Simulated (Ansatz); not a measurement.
# CuCH₃ (singlet): wave-function methods side by side at distance Cu1–C2 = 1.727 Å, def2-SVP

An exercise on one series of results from a longer session: the logs are not shown, and one member is left open.

Program: Ansatz 0.2.0, Gaussian basis. Level of theory: def2-SVP, core rule «outside noble gas», up to 10 orbitals frozen. These are calculated values, not measurements.

Plan: UHF; CCSD(T) on RHF; CISD; CCSDT(Q) on RHF; CASSCF and NEVPT2, 2 electrons in 2 orbitals; CASSCF and NEVPT2, 8 electrons in 8 orbitals.

17 further runs of the same task are left out: 17 that didn't finish.

## What is computed

The geometry derives from a PBE0/def2-TZVP stationary point (not a proven minimum). One bond is set to the value named and the two fragments are kept rigid.

5 atoms, charge 0, spin multiplicity 1.

Atoms are counted from 1 here; the program's logs count them from 0.

Bond lengths: Cu1–C2 1.727 Å, C2–H3 1.091 Å, C2–H4 1.091 Å, C2–H5 1.091 Å. Angles: Cu1–C2–H3 108.7°, Cu1–C2–H4 108.7°, Cu1–C2–H5 108.7°, H3–C2–H4 110.2°, H3–C2–H5 110.2°, H4–C2–H5 110.2°.

Coordinates:

```
atom    x (Å)    y (Å)    z (Å)
 Cu1  -0.3439   0.0027   0.0021
  C2   1.3830  -0.0107  -0.0085
  H3   1.7256  -1.0468  -0.0055
  H4   1.7430   0.5078   0.8818
  H5   1.7320   0.4989  -0.9082
```

The first run:

File in.yaml:

```yaml
crystal:
  periodic: [false, false, false]
  atoms:
    - {symbol: Cu, position_ang: [-0.343892, 0.002653, 0.002112]}
    - {symbol: C, position_ang: [1.383024, -0.010671, -0.008492]}
    - {symbol: H, position_ang: [1.725582, -1.046815, -0.005502]}
    - {symbol: H, position_ang: [1.743025, 0.507755, 0.881780]}
    - {symbol: H, position_ang: [1.731966, 0.498934, -0.908209]}
basis:
  gaussian: {orbitals: def2-SVP}
magnetization: {spin_polarized: true, initial_magnetization: 0}
hamiltonian: {xc: hf}
output: {orbitals: {seedname: orbitals}}
```

On the command line:

```console
$ ansatz run in.yaml --threads 1 --pin off --events-out ev --progress --plain --max-ram 2393MiB
```

Among the steps run: UHF; CCSD(T) on RHF; CISD; CCSDT(Q) on RHF; CASSCF and NEVPT2, 2 electrons in 2 orbitals; CASSCF and NEVPT2, 8 electrons in 8 orbitals.

One table of the session follows, with a row left open; its other results are not shown here.

| method | from RCCSDT(Q) (meV) |
| --- | --- |
| RHF | +12946.8 |
| RMP2 | -114.1 |
| CISD | +1684.5 |
| RCCSD | +503.4 |
| RCCSD(T) | -36.5 |
| RCCSDT | -48.0 |
| RCCSDT(Q) | 0 |
| CASSCF pair | +12483.6 |
| NEVPT2 pair | ? |
| CASSCF frontier | +10571.3 |
| NEVPT2 frontier | +100.4 |

Estimate the missing values for NEVPT2 pair.

As computed: from RCCSDT(Q) (meV): -137.7. In the column «from RCCSDT(Q) (meV)» it is the lowest.
